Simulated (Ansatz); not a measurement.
# C10H22S: a ladder of functionals and wavefunction methods

One table from this session's results is given with a row withheld; the runs are named, their logs left out.

The runs use Ansatz 0.2.0, Gaussian basis; functionals in def2-TZVPP, the program's frozen cores in correlated methods.

Levels to be run: PBE-D4, r2SCAN-D4, PBE0-D4, B3LYP-D4, ωB97X-V, ωB97M-V, B2PLYP; CCSD(T)/def2-TZVPP; MP2/def2-QZVPP; extrapolation to the limit.

**Structure used throughout**

The geometry comes from an earlier relaxation with PBE0-D4 in a triple-zeta def2 set; it is a stationary point, not always the lowest conformer.

SMILES `CCCCCCCCCCS`, 33 atoms, charge 0, spin multiplicity 1.

Atoms are counted from 1 here; the program's logs count them from 0.

Bond lengths: C1–C2 1.520 Å, C1–H12 1.092 Å, C1–H13 1.094 Å, C1–H14 1.092 Å, C2–C3 1.523 Å, C2–H15 1.097 Å, C2–H16 1.095 Å, C3–C4 1.522 Å, C3–H17 1.096 Å, C3–H18 1.097 Å, C4–C5 1.523 Å, C4–H19 1.097 Å, C4–H20 1.096 Å, C5–C6 1.521 Å, C5–H21 1.097 Å, C5–H22 1.096 Å, C6–C7 1.520 Å, C6–H23 1.096 Å and more. Angles: C2–C1–H12 111.2°, C2–C1–H13 111.0°, C2–C1–H14 111.9°, H12–C1–H13 107.6°, H12–C1–H14 107.4°, H13–C1–H14 107.5°, C1–C2–C3 114.0°, C1–C2–H15 109.5°, C1–C2–H16 109.1°, C3–C2–H15 109.1°, C3–C2–H16 108.8°, H15–C2–H16 106.0°, C2–C3–C4 114.0°, C2–C3–H17 108.8°, C2–C3–H18 109.0°, C4–C3–H17 109.9°, C4–C3–H18 108.6°, H17–C3–H18 106.1° and more.

Set-up of the first run:

Input file in.yaml:

```yaml
crystal:
  periodic: [false, false, false]
  atoms:
    - {symbol: C, position_ang: [-0.610487, 2.651244, 3.432709]}
    - {symbol: C, position_ang: [-1.876879, 2.560514, 2.596108]}
    - {symbol: C, position_ang: [-1.734008, 1.698718, 1.348067]}
    - {symbol: C, position_ang: [-1.473143, 0.227304, 1.637167]}
    - {symbol: C, position_ang: [-1.483776, -0.660150, 0.400061]}
    - {symbol: C, position_ang: [-0.370289, -0.365393, -0.592982]}
    - {symbol: C, position_ang: [-0.351587, -1.340547, -1.759013]}
    - {symbol: C, position_ang: [0.681569, -1.017886, -2.832343]}
    - {symbol: C, position_ang: [2.126960, -0.960760, -2.347124]}
    - {symbol: C, position_ang: [2.609152, -2.267769, -1.746968]}
    - {symbol: S, position_ang: [4.317773, -2.221296, -1.150375]}
    - {symbol: H, position_ang: [-0.743705, 3.327797, 4.280006]}
    - {symbol: H, position_ang: [0.226392, 3.027266, 2.836257]}
    - {symbol: H, position_ang: [-0.317701, 1.678513, 3.834566]}
    - {symbol: H, position_ang: [-2.695330, 2.168255, 3.211774]}
    - {symbol: H, position_ang: [-2.180540, 3.569043, 2.296029]}
    - {symbol: H, position_ang: [-0.927680, 2.105922, 0.727043]}
    - {symbol: H, position_ang: [-2.649925, 1.780995, 0.750192]}
    - {symbol: H, position_ang: [-2.234937, -0.131688, 2.339743]}
    - {symbol: H, position_ang: [-0.510500, 0.111717, 2.148111]}
    - {symbol: H, position_ang: [-2.453007, -0.566780, -0.106164]}
    - {symbol: H, position_ang: [-1.406510, -1.708228, 0.712594]}
    - {symbol: H, position_ang: [-0.473016, 0.654045, -0.982194]}
    - {symbol: H, position_ang: [0.590271, -0.391405, -0.064262]}
    - {symbol: H, position_ang: [-0.193777, -2.356381, -1.377577]}
    - {symbol: H, position_ang: [-1.343223, -1.354750, -2.225406]}
    - {symbol: H, position_ang: [0.432995, -0.051508, -3.285490]}
    - {symbol: H, position_ang: [0.603030, -1.758607, -3.636561]}
    - {symbol: H, position_ang: [2.773732, -0.699115, -3.191255]}
    - {symbol: H, position_ang: [2.255708, -0.162295, -1.610991]}
    - {symbol: H, position_ang: [2.028506, -2.528692, -0.858629]}
    - {symbol: H, position_ang: [2.493384, -3.092695, -2.454611]}
    - {symbol: H, position_ang: [4.890578, -1.925398, -2.328481]}
basis:
  gaussian: {orbitals: def2-TZVPP}
hamiltonian: {xc: pbe, dispersion: d4}
output: {forces: true, orbitals: {seedname: orbitals}}
```

Launch:

```console
ansatz run in.yaml --threads 11 --pin off --events-out ev --progress --plain --max-ram 110592MiB --backend cuda --devices 0, --max-vram 75GiB
```

Steps of the session up to this table: PBE-D4 (GGA); r2SCAN-D4 (meta-GGA); PBE0-D4 (hybrid); B3LYP-D4 (hybrid); ωB97X-V (range-separated); ωB97M-V (range-separated); B2PLYP (double hybrid); CCSD(T) in def2-TZVPP; MP2 in def2-QZVPP.

One of the session's tables, all rows but one given; the rest of the session is left out.

```
            method  atomisation energy (eV)
            PBE-D4                  137.884
         r2SCAN-D4                  135.764
           PBE0-D4                  136.554
          B3LYP-D4                  135.465
           ωB97X-V                  135.748
           ωB97M-V                        ?
            B2PLYP                  134.033
     HF/def2-TZVPP                  102.356
    MP2/def2-TZVPP                  133.856
   CCSD/def2-TZVPP                  131.032
CCSD(T)/def2-TZVPP                  132.643
           MP2/CBS                  136.675
       CCSD(T)/CBS                  135.462
```

**Question.** Estimate the row for ωB97M-V.

**Answer.** atomisation energy (eV): 135.895. In the column «atomisation energy (eV)» it lies between r2SCAN-D4 (135.764) and PBE0-D4 (136.554).
